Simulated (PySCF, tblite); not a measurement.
# C7H9 radical: geometry, infrared bands and EPR parameters

Aim: predict the infrared bands and EPR parameters of C7H9 radical (`[H]/[C]=C\[C@H]1C=C(C)C1`).

The runs use tblite 0.8.0 and PySCF 2.14.0, with density-fitted response routines of our own; the level of theory stands in each step. All values are computed, except where a source is named. Atoms are numbered from 0 throughout.

## Step 1: The starting structure

16 atoms, charge 0, multiplicity 2; geometry from: force field or distance geometry start.

Bonds of the start (Å): C0–C1 1.29, C1–C2 1.50, C2–C3 1.50, C3–C4 1.34, C4–C5 1.55, C4–C6 1.52, C6–C2 1.55, C0–H7 1.07, C1–H8 1.09, C2–H9 1.11, C3–H10 1.10, C5–H11 1.10, C5–H12 1.09, C5–H13 1.10, C6–H14 1.09, C6–H15 1.10.

## Step 2: Relaxing the molecule with GFN2-xTB

The job: settings as JSON, then the geometry in Å.

```
{"job": {"kind": "relax", "xc": "GFN2-xTB", "basis": "xTB"}, "charge": 0, "multiplicity": 2}
C     -3.035900    -1.086200    -0.796000
C     -1.757400    -0.915200    -0.811200
C     -0.980000    -0.179400     0.241800
C      0.350400    -0.797000     0.558900
C      1.062100     0.276500     0.203400
C      2.570500     0.618400     0.191000
C     -0.167100     1.035600    -0.278900
H     -4.095700    -1.215300    -0.784100
H     -1.181700    -1.340700    -1.629300
H     -1.610400     0.064000     1.119200
H      0.615700    -1.768800     0.993200
H      2.990100     0.497900     1.199000
H      2.724400     1.654200    -0.118100
H      3.116600    -0.043700    -0.494300
H     -0.225200     1.234700    -1.351300
H     -0.384000     1.973900     0.258700
```

The run is started by

```
$ OMP_NUM_THREADS=1 python probes_run.py task.json out
```

The driver reads the jobs from task.json and runs them one after another.

**Question.** This job is followed by: GFN2-xTB harmonic vibrations, gas phase; UKS B3LYP, pcH-1 on C H, non-relativistic, mean-field spin-orbit, GIAO. Predict these results of the whole session: strongest single infrared mode (GFN2-xTB); zero-point energy (GFN2-xTB); g(iso) (B3LYP); ⟨S²⟩; largest a(iso) (averaged by class); potential on the surface of density 0.002 e/bohr³, 1st and 99th percentile.

**Answer**, as computed:

| quantity | value |
| --- | --- |
| strongest single infrared mode (GFN2-xTB) | 749 cm⁻¹, 65 km/mol |
| zero-point energy (GFN2-xTB) | 82.2 kcal/mol |
| g(iso) (B3LYP) | 2.00221 |
| ⟨S²⟩ | 0.759 (exact 0.75) |
| largest a(iso) (averaged by class) | 13C on C0, 313.5 MHz |
| potential on the surface of density 0.002 e/bohr³, 1st and 99th percentile | -0.80 V and 0.86 V |

Relaxing lowered the energy by 0.319 eV in 141 steps; the close pair that moved most is C4–C5, from 1.547 to 1.482 Å. No mode is imaginary among the 42: a minimum at this level. The strongest single mode, at 749 cm⁻¹, is spread over many atoms; the largest shares are those of H7, C0. GFN2-xTB is a fitted tight-binding method: band positions and strengths are rough. Its intensities can rank the bands wrongly. Most of the unpaired spin sits on C0 (1.04 e). The isotropic g lies 0.1 ppt below the free-electron value. The conformer search found further structures of the same energy, which may be mirror or relabelled copies of this one.
